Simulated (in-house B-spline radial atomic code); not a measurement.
# Sr⁶⁺: ionisation energy by several methods

An exercise on one series of results from a longer session: the logs are not shown, and one member is left open.

Program: in-house B-spline radial atomic code version 1. Level of theory: Dirac-Coulomb, several functionals; spherical all-electron atom at the radial basis limit. These are calculated values, not measurements, unless marked.

## What is computed

* element: strontium (Z = 38)
* charge: +6
* electrons: 32
* configuration: [Ar] 3d10 4s2 4p2
* nucleus: Fermi, rms radius 4.224 fm

Outer shells as boxes (Hund's rule):

[Ar] 3d10 4s2 4p2
```
[Ar] core
3d [↑↓][↑↓][↑↓][↑↓][↑↓]
4s [↑↓]
4p [↑ ][↑ ][  ]
```

The boxes only draw the filling; these runs are spin-restricted and spherical.

The first run:

Settings, as recorded:

```ini
Z = 38
electrons = 32.0
configuration = [Ar] 3d10 4s2 4p2
hamiltonian = dirac
method = b88,lyp
spin_polarised = False
nucleus = fermi
rms_radius = 4.224
mass_number = 88
atomic_mass = 87.905612253
speed_of_light = 137.035999084
```

Among the steps run: BLYP, a GGA; relativistic LDA; exchange-only LDA; OLYP, a GGA; LDA (PW92); LDA (VWN5).

One of the session's tables, all rows but one given; the rest of the session is left out.

```
           method  ΔSCF (eV)
 relativistic LDA     104.01
exchange-only LDA     102.37
       LDA (PW92)     104.05
       LDA (VWN5)          ?
             BLYP     103.64
             OLYP     103.56
```

Estimate the missing values for LDA (VWN5).

**Answer.** ΔSCF (eV): 104.06. In the column «ΔSCF (eV)» it is the highest.
